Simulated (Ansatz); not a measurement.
# B2BrH7Si3: the cost of one run

Program: Ansatz 0.2.0. Level of theory: RHF/def2-SVP. These are calculated values, not measurements.

**1. Starting point**

Bond lengths: B1–Si2 1.901 Å, Si2–B3 1.995 Å, B3–Si4 1.963 Å, Si2–Si5 2.049 Å, B3–Si5 2.007 Å, Si5–Br6 2.266 Å, B1–H7 1.160 Å, B1–H8 1.202 Å, Si2–H9 1.444 Å, Si4–H10 1.485 Å, Si4–H11 1.383 Å, Si4–H12 1.501 Å, Si5–H13 1.442 Å. Angles (14 of 24 angles, heavy atoms first): B1–Si2–B3 107.7°, B1–Si2–Si5 114.9°, B3–Si2–Si5 59.5°, Si2–B3–Si4 151.8°, Si2–B3–Si5 61.6°, Si4–B3–Si5 146.4°, Si2–Si5–B3 58.9°, Si2–Si5–Br6 114.9°, B3–Si5–Br6 110.9°, B1–Si2–H9 123.3°, B3–Si2–H9 111.3°, Si5–Si2–H9 119.9°, Si2–B1–H7 121.6°, Si2–B1–H8 118.2°.

Structure file:

```xyz
13

B    -2.3078    0.8429   -0.2015
Si   -0.4992    1.3090   -0.5571
B     0.6333   -0.2746   -0.1220
Si    1.3456   -2.0572   -0.5323
Si    0.7255    1.3252    1.0857
Br   -0.3166    0.9134    3.0558
H    -2.8504    0.0109   -0.8011
H    -2.8924    1.4482    0.6570
H    -0.0697    1.9416   -1.7822
H     0.6037   -2.5315   -1.7286
H     2.7167   -2.0541   -0.7158
H     0.9602   -2.9588    0.6037
H     1.9717    2.0502    1.0530
```

**2. End point A**

input.yaml

```yaml
crystal:
  periodic: [false, false, false]
  atoms:
    - { symbol: B, position_ang: [-2.3078, 0.8429, -0.2015] }
    - { symbol: Si, position_ang: [-0.4992, 1.309, -0.5571] }
    - { symbol: B, position_ang: [0.6333, -0.2746, -0.122] }
    - { symbol: Si, position_ang: [1.3456, -2.0572, -0.5323] }
    - { symbol: Si, position_ang: [0.7255, 1.3252, 1.0857] }
    - { symbol: Br, position_ang: [-0.3166, 0.9134, 3.0558] }
    - { symbol: H, position_ang: [-2.8504, 0.0109, -0.8011] }
    - { symbol: H, position_ang: [-2.8924, 1.4482, 0.657] }
    - { symbol: H, position_ang: [-0.0697, 1.9416, -1.7822] }
    - { symbol: H, position_ang: [0.6037, -2.5315, -1.7286] }
    - { symbol: H, position_ang: [2.7167, -2.0541, -0.7158] }
    - { symbol: H, position_ang: [0.9602, -2.9588, 0.6037] }
    - { symbol: H, position_ang: [1.9717, 2.0502, 1.053] }
basis:
  gaussian: { orbitals: def2-SVP }
hamiltonian:
  xc: hf
relax:
  f_tol: 0.02
  max_steps: 50
output:
  orbitals: {}
```

The run is started by

```sh
> ansatz run input.yaml --threads 2 --pin off --max-ram 3072MiB --backend cpu --events-out ev --progress --plain --runs-dir out
```

What time and memory should one allow on 2 threads of AMD EPYC 7R43 (Zen 3), shared host?

About 2.7 min, with a peak of 0.47 GiB.
